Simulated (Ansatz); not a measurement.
# GaH₃ (quintet): the correlation ladder, cc-pVDZ

An exercise on one series of results from a longer session: the logs are not shown, and one member is left open.

The runs use Ansatz 0.2.0, Gaussian basis; cc-pVDZ, core rule «outside noble gas», up to 14 orbitals frozen.

To be run: UHF; CCSD(T) on ROHF; CCSD(T) on UHF; BCCD(T) on ROHF; CISD; CCSDT(Q) on ROHF; CCSDT(Q) on UHF; Full CI.

25 further runs of the same task are left out: 5 for a known fault of the program, 7 that didn't finish, 13 set aside as unsound or not needed.

**What is computed**

The geometry is a PBE0/def2-TZVP stationary point (not a proven minimum) of the parent state, kept for this charge and spin. No spin-orbit coupling is included. The filled d shell of Ga may be among the frozen orbitals whatever the setting's name suggests; the logs give the count.

4 atoms, charge 0, spin multiplicity 5.

Atoms are counted from 1 here; the program's logs count them from 0.

Bond lengths: Ga1–H2 1.585 Å, Ga1–H3 1.955 Å, Ga1–H4 1.955 Å, H3–H4 0.811 Å. Angles: H2–Ga1–H3 100.5°, H2–Ga1–H4 100.5°, H3–Ga1–H4 23.9°, Ga1–H3–H4 78.0°, Ga1–H4–H3 78.0°.

The first run:

in.yaml

```yaml
crystal:
  periodic: [false, false, false]
  atoms:
    - {symbol: Ga, position_ang: [0.000000, 0.027726, -0.045695]}
    - {symbol: H, position_ang: [0.000000, -1.477599, -0.541473]}
    - {symbol: H, position_ang: [0.405418, -0.220158, 1.851181]}
    - {symbol: H, position_ang: [-0.405418, -0.220158, 1.851181]}
basis:
  gaussian: {orbitals: cc-pVDZ}
magnetization: {spin_polarized: true, initial_magnetization: 4}
hamiltonian: {xc: hf}
output: {orbitals: {seedname: orbitals}}
```

Launch:

```
$ ansatz run in.yaml --threads 1 --pin off --events-out ev --progress --plain --max-ram 2393MiB
```

Steps of the session up to this table: UHF; CCSD(T) on ROHF; CCSD(T) on UHF; BCCD(T) on ROHF; CISD; CCSDT(Q) on ROHF; CCSDT(Q) on UHF; Full CI.

One table of the session follows, with a row left open; its other results are not shown here.

| method | from FCI (kJ/mol) |
| --- | --- |
| ROHF | +166.2 |
| UHF | +160.3 |
| RMP2 | +44.1 |
| UMP2 | ? |
| RCCSD | +3.2 |
| UCCSD | -0.1 |
| RCCSD(T) | +1.0 |
| UCCSD(T) | -2.3 |
| BCCD(T) | +1.0 |
| RCCSDT | 0.0 |
| UCCSDT | -3.3 |
| RCCSDT(Q) | -0.1 |
| UCCSDT(Q) | -3.4 |
| FCI | 0 |

Estimate the missing values for UMP2.

The run gave: from FCI (kJ/mol): +40.6. In the column «from FCI (kJ/mol)» it lies between RCCSD (+3.2) and RMP2 (+44.1).

Not comparable, so not listed: CISD (they don't share determinant, frozen orbitals or solution with the rows shown, or repeat one).

To keep in mind: UCCSD(T), UCCSDT, UCCSDT(Q) fall below full CI: unrestricted runs freeze a spin-polarised core, another one than full CI's, and coupled cluster isn't variational. Levels on UHF freeze UHF's core orbitals, full CI those of ROHF, so the U rows can settle a little off it for that reason alone. Restricted and unrestricted rows rest on different reference determinants; where their highest levels disagree by more than a few hundredths of an eV, they describe different states and don't form one ladder.
